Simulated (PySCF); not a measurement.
# C8H12: the cost of one run

Programs: PySCF 2.14.0, with routines of our own; each step states its level. All values are computed. Atoms count from 0.

### Step 1. The starting structure

20 atoms, charge 0, multiplicity 1; geometry from: GFN2-xTB.

### Step 2. Magnetic properties: GIAO PBE0/pcSseg-1

Job settings and geometry (Å):

```
{"job": {"kind": "mag", "xc": "PBE0", "basis": "pcSseg-1", "isotopologues": 2}, "charge": 0, "multiplicity": 1}
C     -2.336027    -0.889325    -0.588292
C     -0.960069    -0.464224    -0.157373
C     -0.245359    -1.259698     0.930013
C      1.081764    -0.498510     1.045701
C      0.895010     0.600691     0.005196
C      1.998179     1.599258    -0.208387
C     -0.555148     0.980647    -0.089646
C      0.040241     0.101616    -1.124662
H     -2.314571    -1.907104    -0.975034
H     -3.023749    -0.860669     0.255609
H     -2.713427    -0.229982    -1.366445
H     -0.104667    -2.297661     0.626690
H     -0.813903    -1.248370     1.860556
H      1.233556    -0.074938     2.039058
H      1.942393    -1.123222     0.804226
H      2.204507     2.139335     0.714520
H      1.720128     2.317333    -0.976418
H      2.911923     1.094358    -0.518545
H     -1.086220     1.906665    -0.090847
H      0.120290     0.124479    -2.188956
```

With the program's defaults for keys left out, this is: GIAO PBE0/pcSseg-1 magnetisability, rotational g tensor and spin-rotation constants, non-relativistic, gas phase.

On the command line:

```bash
$ OMP_NUM_THREADS=1 python excited_run.py task.json out
```

This one command runs all jobs of the session in turn.

**Question.** How long does this first job take on 1 thread of Intel Xeon 6975P-C, shared host, and how much memory does it need?

About 28 s, with a peak of 0.91 GiB.
